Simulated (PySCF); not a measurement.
# BSiH3OF2 (SMILES FB(F)O[SiH3]): levels of theory compared

We compute a comparison of 6 runs (HF/3-21G, B2PLYP/cc-pVDZ, M06-L/cc-pVDZ, PBE/cc-pVDZ, TPSS/cc-pVDZ, revPBE/cc-pVDZ) of BSiH3OF2. 

The results are computed with PySCF 2.14.0.

3 further runs of the same task are left out: 3 set aside as unsound or not needed.

**1. The structure to begin with**

BSiH3OF2 has 8 atoms, charge 0, and is taken as a singlet. SMILES: `FB(F)O[SiH3]`. The shape is that of a PBE0-D4/def2-TZVP optimisation.

Bond lengths: F1–B2 1.319 Å, B2–F3 1.328 Å, B2–O4 1.339 Å, O4–Si5 1.661 Å, Si5–H6 1.483 Å, Si5–H7 1.479 Å, Si5–H8 1.483 Å. Angles: F1–B2–F3 117.6°, F1–B2–O4 120.5°, F3–B2–O4 121.9°, B2–O4–Si5 133.7°, O4–Si5–H6 109.6°, O4–Si5–H7 106.3°, O4–Si5–H8 109.6°, H6–Si5–H7 110.5°, H6–Si5–H8 110.2°, H7–Si5–H8 110.5°.

**2. A single-point energy at HF/3-21G (run 1)**

run.py

```python
from pyscf import gto, scf

system = gto.M(
    atom='''
F      3.107844    -3.658888     2.063203
B      1.106813    -2.384267     1.299565
F     -1.148387    -3.389980     1.743083
O      1.373075    -0.159493     0.122454
Si    -0.652144     1.917883    -1.073742
H     -2.333056     2.867848     0.956390
H      0.887226     3.999605    -2.125753
H     -2.167327     0.699199    -3.090647
''',
    unit='bohr',
    basis='3-21g',
    verbose=3,
    max_memory=1860,
)

mf = scf.RHF(system)
mf.conv_tol = 1e-10
mf.kernel()
if not mf.converged:
    mf = mf.newton().run(mf.mo_coeff, mf.mo_occ)

energy = mf.e_tot
print(f'total energy: {energy:.8f} hartree')
```

On the command line:

```sh
$ OMP_NUM_THREADS=1 python run.py
```

The program printed:

```text
converged SCF energy = -586.180154680307
total energy: -586.18015468 hartree
```

It took 0.83 s on 1 thread of Intel Xeon at 2.70GHz, shared host; peak memory 0.11 GiB.

**3. The energy at B2PLYP/cc-pVDZ (run 2)**

input.py

```python
# FB(F)O[SiH3]
from pyscf import gto, dft, mp

mol = gto.Mole()
mol.atom = '''
F      1.644600    -1.936200     1.091800
B      0.585700    -1.261700     0.687700
F     -0.607700    -1.793900     0.922400
O      0.726600    -0.084400     0.064800
Si    -0.345100     1.014900    -0.568200
H     -1.234600     1.517600     0.506100
H      0.469500     2.116500    -1.124900
H     -1.146900     0.370000    -1.635500
'''
mol.max_memory = 1860
mol.basis = 'cc-pvdz'
mol.verbose = 3
mol.spin = 0
mol.build()

mf = dft.RKS(mol, xc='0.53*HF + 0.47*B88, 0.73*LYP')
mf.conv_tol = 1e-10
mf.grids.level = 5
mf.kernel()
if not mf.converged:
    mf = mf.newton().run(mf.mo_coeff, mf.mo_occ)

pt = mp.MP2(mf, frozen=9).run()
energy = mf.e_tot + 0.27 * pt.e_corr
print('PT2 part  %.8f' % (0.27 * pt.e_corr))
print('E(%s) = %.9f' % ('B2PLYP', energy))
```

On the command line:

```sh
$ OMP_NUM_THREADS=1 python input.py
```

The program printed:

```text
converged SCF energy = -590.667690328676
E(RMP2) = -591.54593399331  E_corr = -0.878243664634176
E(SCS-RMP2) = -591.524273577156  E_corr = -0.856583248479438
PT2 part  -0.23712579
E(B2PLYP) = -590.904816118
```

Run time: 19 s. Hardware: 1 thread of Intel Xeon at 2.70GHz, shared host; peak memory 0.45 GiB.

Runs 3 to 4 aren't shown in full; the table further down has their settings and results.

**4. The energy at TPSS/cc-pVDZ (run 5)**

job.py

```python
from pyscf import gto, dft

mol = gto.M(
    atom='''
F      1.644600    -1.936200     1.091800
B      0.585700    -1.261700     0.687700
F     -0.607700    -1.793900     0.922400
O      0.726600    -0.084400     0.064800
Si    -0.345100     1.014900    -0.568200
H     -1.234600     1.517600     0.506100
H      0.469500     2.116500    -1.124900
H     -1.146900     0.370000    -1.635500
''',
    max_memory=1860,
    verbose=4,
    basis='cc-pvdz',
    spin=0,
)

mf = dft.RKS(mol, xc='tpss')
mf.conv_tol = 1e-10
mf.grids.level = 5
mf.kernel()
if not mf.converged:
    mf = mf.newton().run(mf.mo_coeff, mf.mo_occ)

e_final = mf.e_tot
print('E = %.10f Eh' % e_final)
```

On the command line:

```sh
$ OMP_NUM_THREADS=1 python job.py
```

The program printed:

```text
PySCF version 2.14.0

[... 79 lines left out ...]
converged SCF energy = -591.318309847923
E = -591.3183098479 Eh
```

Wall time 36 s (1 thread of Intel Xeon at 2.70GHz, shared host); peak memory 0.47 GiB.

**5. A single-point energy at revPBE/cc-pVDZ (run 6)**

input.py

```python
from pyscf import gto, dft

mol = gto.Mole()
mol.atom = [
    ('F', (1.644600, -1.936200, 1.091800)),
    ('B', (0.585700, -1.261700, 0.687700)),
    ('F', (-0.607700, -1.793900, 0.922400)),
    ('O', (0.726600, -0.084400, 0.064800)),
    ('Si', (-0.345100, 1.014900, -0.568200)),
    ('H', (-1.234600, 1.517600, 0.506100)),
    ('H', (0.469500, 2.116500, -1.124900)),
    ('H', (-1.146900, 0.370000, -1.635500)),
]
mol.spin = 0
mol.verbose = 3
mol.charge = 0
mol.basis = 'cc-pvdz'
mol.max_memory = 1860
mol.build()

mf = dft.RKS(mol)
mf.xc = 'revpbe'
mf.conv_tol = 1e-10
mf.grids.level = 5
mf.kernel()
if not mf.converged:
    mf = mf.newton().run(mf.mo_coeff, mf.mo_occ)

e_final = mf.e_tot
print('E = %.10f Eh' % e_final)
```

On the command line:

```sh
$ OMP_NUM_THREADS=1 python input.py
```

The program printed:

```text
converged SCF energy = -591.088738867761
E = -591.0887388678 Eh
```

Run time: 21 s. Hardware: 1 thread of Intel Xeon at 2.70GHz, shared host; peak memory 0.45 GiB.

**6. The series**

| run | level | frozen core orbitals | integration grid | energy (Eh) | dipole moment (D) | HOMO energy (eV) | LUMO energy (eV) | wall time |
| --- | --- | --- | --- | --- | --- | --- | --- | --- |
| 1 | HF/3-21G | – | – | -586.180155 | 2.50 | -13.16 | 3.76 | 0.83 s |
| 2 | B2PLYP/cc-pVDZ | 9 | 5 | -590.904816 | 1.88 | -10.88 | 1.53 | 19 s |
| 3 | M06-L/cc-pVDZ | – | 5 | -591.231589 | 1.81 | -8.40 | 0.12 | 33 s |
| 4 | PBE/cc-pVDZ | – | 5 | -590.791874 | 1.63 | -8.01 | -0.60 | 20 s |
| 5 | TPSS/cc-pVDZ | – | 5 | -591.318310 | 1.61 | -8.23 | -0.35 | 36 s |
| 6 | revPBE/cc-pVDZ | – | 5 | -591.088739 | 1.60 | -7.98 | -0.48 | 21 s |

**7. Outcome**

```
            quantity          value
 run 6: total energy  -591.08874 Eh
run 6: dipole moment         1.60 D
  run 6: HOMO energy       -7.98 eV
  run 6: LUMO energy       -0.48 eV
run 6: HOMO–LUMO gap        7.50 eV
```

**Reading.** The dipole moment (its size) runs from 1.60 D (revPBE/cc-pVDZ) to 2.50 D (HF/3-21G). The two ends differ in method and basis. The HOMO–LUMO gap runs from 7.41 eV (PBE/cc-pVDZ) to 16.92 eV (HF/3-21G). Totals of different functionals can't be ranked against each other. All runs together took 2.2 min, the longest 36 s.
